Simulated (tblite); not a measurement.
# C4H12GeOSi: the cost of one run

Programs: tblite 0.8.0 and PySCF 2.14.0, with density-fitted response routines of our own. Each step states its level of theory. These are calculated values for one molecule in the gas phase, unless marked as measured. Atoms are numbered from 0 throughout.

## 1. Starting geometry

19 atoms, charge 0, multiplicity 1; geometry from: force field or distance geometry start.

Bonds of the start (Å): C0–C1 1.52, C1–Ge2 1.93, Ge2–O3 1.77, O3–C4 1.39, C4–C5 1.51, C5–Si6 1.86, Si6–C4 1.86, C0–H7 1.10, C0–H8 1.11, C0–H9 1.14, C1–H10 1.13, C1–H11 1.13, Ge2–H12 1.55, Ge2–H13 1.57, C4–H14 1.11, C5–H15 1.12, C5–H16 1.10, Si6–H17 1.46, Si6–H18 1.47.

## 2. Geometry optimisation with GFN2-xTB

What the job is given:

```
{"job": {"kind": "relax", "xc": "GFN2-xTB", "basis": "xTB"}, "charge": 0, "multiplicity": 1}
C     -2.566300     0.369200     0.921600
C     -1.729100    -0.843400     0.566400
Ge    -0.919800    -0.636900    -1.176900
O      0.841700    -0.582500    -0.993400
C      1.287600     0.311200    -0.028500
C      2.534100     1.121200    -0.307500
Si     2.795400    -0.267300     0.902400
H     -2.164100     0.813700     1.842000
H     -2.528200     1.032100     0.029900
H     -3.636600     0.002000     1.065500
H     -2.424600    -1.737000     0.587700
H     -0.968200    -1.024000     1.381400
H     -1.509600     0.655300    -1.807600
H     -1.385400    -1.849100    -2.061000
H      0.509100     0.906700     0.489700
H      2.624000     2.120500     0.185800
H      2.944300     1.044900    -1.329200
H      2.850600     0.074500     2.321300
H      3.435200    -1.501700     0.433100
```

Started as:

```
$ OMP_NUM_THREADS=1 python probes_run.py task.json out
```

This one command runs all jobs of the session in turn.

**Question.** How long does this first job take on 1 thread of Arm Neoverse N1, shared host?

About 3.7 s.
